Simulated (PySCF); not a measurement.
**BiH5: other functionals and bases at one geometry**

One table from this session's results is given with a row withheld; the runs are named, their logs left out.

Computed with PySCF 2.14.0. Level: several levels, as the steps say, no spin–orbit coupling.

2 further runs of the same task are left out: 2 for a known fault of the program.

### Starting geometry

6 atoms, charge 0, spin multiplicity 1.

Bond lengths: Bi1–H2 1.798 Å, Bi1–H3 1.797 Å, Bi1–H4 1.867 Å, Bi1–H5 1.797 Å, Bi1–H6 1.867 Å. Angles: H2–Bi1–H3 120.0°, H2–Bi1–H4 90.0°, H2–Bi1–H5 120.0°, H2–Bi1–H6 90.0°, H3–Bi1–H4 90.0°, H3–Bi1–H5 120.0°, H3–Bi1–H6 90.0°, H4–Bi1–H5 90.0°, H4–Bi1–H6 180.0°, H5–Bi1–H6 90.0°.

Coordinates:

| atom | x (Å) | y (Å) | z (Å) |
| --- | --- | --- | --- |
| Bi1 | 0.0000 | 0.0000 | 0.0462 |
| H2 | 0.0000 | 0.0000 | 1.8442 |
| H3 | 1.5570 | 0.0000 | -0.8520 |
| H4 | 0.0000 | 1.8673 | 0.0466 |
| H5 | -1.5570 | 0.0000 | -0.8520 |
| H6 | 0.0000 | -1.8673 | 0.0466 |

Formal oxidation states: Bi +5. An earlier session relaxed this geometry at PBE0, Bi def2-SVP with ECP60, H def2-SVP (singlet, point group D3h).

At PBE0 on the finer grid: E = -217.434142 Eh, HOMO -6.05 eV, LUMO -1.68 eV, Mulliken charge on Bi1 +0.42 e, largest force component 0.010 eV/Å. 

Levels to run: CAM-B3LYP; BP86; r2SCAN; PBE; PBE0, TZVP; PBE0, x2c-SVP. Hardware: 2 threads of Arm Neoverse V2, shared host.

Set-up of the first run:

File run.py (the lines that set the calculation):

```python
mol = gto.M(atom='''
Bi     0.00000     0.00000     0.04618
H      0.00000     0.00000     1.84419
H      1.55699     0.00000    -0.85197
H      0.00000     1.86729     0.04657
H     -1.55699     0.00000    -0.85197
H      0.00000    -1.86729     0.04657''',
    basis={'Bi': 'def2-SVP', 'H': 'def2-SVP'},
    ecp={'Bi': 'def2-SVP'},
    charge=0, spin=0)
mf = dft.RKS(mol, xc='CAMB3LYP')
mf.grids.atom_grid = (75, 302)
mf = mf.density_fit()  # fitting sets: Bi def2-universal-JKFIT, H def2-universal-JKFIT
mf.conv_tol = 1e-08; mf.max_cycle = 55
mf.kernel(dm0)  # dm0: the density of the relaxed state
```

On the command line:

```
$ OMP_NUM_THREADS=2 python run.py
```

Steps of the session up to this table: CAM-B3LYP; BP86; r2SCAN; PBE; PBE0, TZVP; PBE0, x2c-SVP.

One table of the session follows, with a row left open; its other results are not shown here.

| level | HOMO (eV) | gap (eV) | charge on Bi1 (e) | largest force component (eV/Å) |
| --- | --- | --- | --- | --- |
| PBE0 (relaxed here) | -6.05 | 4.37 | 0.42 | 0.01 |
| CAM-B3LYP | ? | ? | ? | ? |
| BP86 | -5.21 | 2.58 | 0.39 | 0.31 |
| r2SCAN | -5.29 | 2.93 | 0.46 | 0.09 |
| PBE | -5.08 | 2.59 | 0.37 | 0.30 |
| PBE0, TZVP | -6.14 | 4.25 | 0.33 | 0.11 |
| PBE0, x2c-SVP | -6.07 | 4.37 | 0.41 | 0.11 |

Q: Estimate the row for CAM-B3LYP from the others.

The run gave: HOMO (eV): -7.22; gap (eV): 6.53; charge on Bi1 (e): 0.52; largest force component (eV/Å): 0.08. In the column «HOMO (eV)» it is the lowest.

In one basis the HOMO–LUMO gap runs from 2.58 eV (BP86) to 6.53 eV (CAM-B3LYP). The largest leftover force, 0.31 eV/Å with BP86, stands at a geometry relaxed at another level. Total energies of different levels can't be compared.
